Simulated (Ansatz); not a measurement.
Runs of Ansatz 0.2.0 on Hf2Pd2Se2Br2O3. Symmetry: Cm, No. 8, monoclinic system. Conventional cell: a = 15.354 Å, b = 3.419 Å, c = 13.208 Å, α = 90.00°, β = 107.63°, γ = 90.00°. Hf (site symmetry m) has 3 O at 1.97 to 2.13 Å as nearest neighbours. Hf (site symmetry m) is surrounded by 3 O at 1.87 to 2.09 Å. Pd (site symmetry m) has 2 O at 2.23 Å and 2 Se at 2.41 Å as nearest neighbours. Pd (site symmetry m) is surrounded by 4 Se at 2.42 to 2.60 Å. Around Se (site symmetry m) lie 2 Pd at 2.42 Å and 1 Hf at 2.76 Å. Around Se (site symmetry m) lie 4 Pd at 2.41 to 2.60 Å. Br (site symmetry m) has 3 Hf at 2.82 to 3.06 Å and 3 O at 3.21 to 3.22 Å as nearest neighbours. Br (site symmetry m) is surrounded by 2 Hf at 2.73 Å. The cell was built by a generator and needn't be a form met in nature.

| task | level | potentials or basis | cell | k mesh | cutoff (eV) | points for each segment of the path | target pressure (GPa) | gap on the mesh (eV) | pressure (GPa) | largest force (eV/Å) |
| --- | --- | --- | --- | --- | --- | --- | --- | --- | --- | --- |
| band structure | RPBE | Ansatz PAW | as given | 8 × 8 × 2 | 420 | 10 | - | (a) | 1.6 | (b) |
| single point | PBE | Ansatz NC | as given | 8 × 8 × 2 | 1240 | - | - | 0.83 | 0.0 | 0.03 |
| relaxation of cell and atoms | RPBE | Ansatz PAW | relaxed | 6 × 6 × 2 | 420 | - | - | 0.71 | 0.0 | - |
| relaxation of cell and atoms | PBE | Ansatz PAW | relaxed to 10 GPa | 6 × 6 × 2 | 420 | - | 10 | 0.50 | 10.0 | - |

Alike in all rows: no spin polarisation; smearing fermi-dirac 0.05 eV.

Task: Fill in the values left out.

Result: (a) 0.86; (b) 0.24.

Caveats: spin-orbit coupling is left out, which moves the levels of the heavy elements; the PAW data sets come from PBE, with cores solved anew for the run's functional, which leaves a small shift of forces and pressure (some runs); the plane-wave basis is chosen anew once the cell has moved, so the energies of steps on either side of that aren't comparable (some runs); the k mesh misses the band edges, so the gap on the mesh is wider than the one along the path (some runs).

A k mesh can miss the band edges, and the runs leave out spin-orbit coupling on Br, Hf, Pd, Se.
